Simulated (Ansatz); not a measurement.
# NbTe2Mo3: the cost of one run

Method: DFT PBE, scalar-relativistic, plane waves, PAW, unless a step names another level, in Ansatz 0.2.0.

9 further runs of the same task are left out: 9 set aside as unsound or not needed.

### 1 The formula and the candidates

Pauling electronegativities: Nb 1.60, Te 2.10, Mo 2.16 (spread 0.56). No set of common oxidation states balances it. Tabulated atomic sizes suggest about 22 Å³/atom. 25 candidates were drawn, by swapping species into database cells of other compounds, at random by space group and Wyckoff sites, or by hand, as the table says:

| name | made from | space group no. | Wyckoff sites | atoms (primitive cell) | V (Å³/atom) |
| --- | --- | --- | --- | --- | --- |
| c01 | database cell of Mg3HgAu2 | 123 | Nb 1a; Te 2g; Mo 2h, 1d | 6 | 21.7 |
| c02 | random | 123 | Nb 1a; Te 1b, 1d; Mo 2g, 1c | 6 | 28.7 |
| c03 | built by hand: Segregated NbTe2 layer plus Mo slab | 187 | Nb 1a; Te 2h; Mo 2i, 1b | 6 | 22.1 |
| c04 | built by hand: Ta2Se, Nb in inner metal layer | 99 | Nb 1a; Te 1b, 1a; Mo 1b, 1b, 1a | 6 | 22.1 |
| c05 | database cell of Li3Tl2Cd | 123 | Nb 1c; Te 2h; Mo 2g, 1b | 6 | 22.2 |
| c06 | database cell of Dy2CuAg3 | 99 | Nb 1b; Te 1a, 1b; Mo 1a, 1a, 1b | 6 | 23.1 |
| c07 | built by hand: CeCo3B2 | 191 | Nb 1a; Te 2c; Mo 3g | 6 | 22.1 |
| c08 | random | 65 | Nb 2b; Te 4e; Mo 2d, 4f | 6 | 23.5 |
| c09 | random | 123 | Nb 1c; Te 2g; Mo 1a, 2e | 6 | 23.5 |
| c10 | database cell of Ge3Te2Se | 164 | Nb 1a; Te 2d; Mo 1b, 2d | 6 | 23.0 |
| c11 | random | 47 | Nb 1g; Te 2q; Mo 2p, 1e | 6 | 22.9 |
| c12 | database cell of DySi2Rh3 | 191 | Nb 1a; Te 2c; Mo 3g | 6 | 22.1 |
| c13 | random | 65 | Nb 2b; Te 4j; Mo 4h, 2d | 6 | 24.2 |
| c14 | database cell of Zr2As3Se | 99 | Nb 1a; Te 1b, 1a; Mo 2c, 1b | 6 | 20.7 |
| c15 | random | 123 | Nb 1c; Te 2f; Mo 1a, 1b, 1d | 6 | 26.6 |
| c16 | random | 123 | Nb 1a; Te 2g; Mo 2f, 1b | 6 | 25.2 |
| c17 | built by hand: Nb-intercalated tetragonal Mo3Te2 slab | 123 | Nb 1a; Te 2h; Mo 2g, 1d | 6 | 22.1 |
| c18 | random | 191 | Nb 1b; Te 2c; Mo 2d, 1a | 6 | 27.3 |
| c19 | built by hand: Ta2Se, Nb in outer metal layer | 99 | Nb 1b; Te 1b, 1a; Mo 1a, 1b, 1a | 6 | 22.1 |
| c20 | random | 187 | Nb 1a; Te 2g; Mo 1c, 2h | 6 | 27.8 |
| c21 | random | 191 | Nb 1a; Te 2c; Mo 3f | 6 | 22.2 |
| c22 | database cell of CeGa2Cu3 | 65 | Nb 2b; Te 4f; Mo 4i, 2d | 6 | 21.2 |
| c23 | database cell of Zr2Sb3Pd | 115 | Nb 1b; Te 2g; Mo 2g, 1a | 6 | 22.9 |
| c24 | random | 123 | Nb 1c; Te 2h; Mo 2f, 1d | 6 | 28.7 |
| c25 | database cell of DyB2Ir3 | 191 | Nb 1b; Te 2d; Mo 3f | 6 | 22.3 |

### 2 Screening run of c02

input.yaml reads:

```yaml
crystal:
  lattice:
    - [4.81713713, 0.0, 0.0]
    - [0.0, 4.81713713, 0.0]
    - [0.0, 0.0, 7.42360066]
  atoms:
    - { symbol: Nb, position: [0.0, 0.0, 0.0] }
    - { symbol: Te, position: [0.0, 0.0, 0.5] }
    - { symbol: Te, position: [0.5, 0.5, 0.5] }
    - { symbol: Mo, position: [0.0, 0.0, 0.25469489] }
    - { symbol: Mo, position: [0.0, 0.0, 0.74530511] }
    - { symbol: Mo, position: [0.5, 0.5, 0.0] }
basis:
  ecutwfc: 420
kpoints:
  mp_grid: { grid: [4, 4, 2] }
hamiltonian:
  xc: pbe
scf:
  occupations: { method: gaussian, width: 0.2 }
  lower_state_search: "off"
output:
  forces: true
  stress: true
  eigenvalues: true
relax:
  adjacent_minimum: "off"
  f_tol: 0.08
  max_steps: 16
  cell: { stress_tol: 0.8 }
```

The run is started by

```
$ ansatz run input.yaml --threads 1 --pin off --max-ram 2560MiB --backend cpu --events-out ev --progress --plain --runs-dir out
```

**Question.** How long does this run take on 1 thread of Intel Xeon 6975P-C (Granite Rapids), shared host, and how much memory does it need?

About 63 s, with a peak of 0.51 GiB.
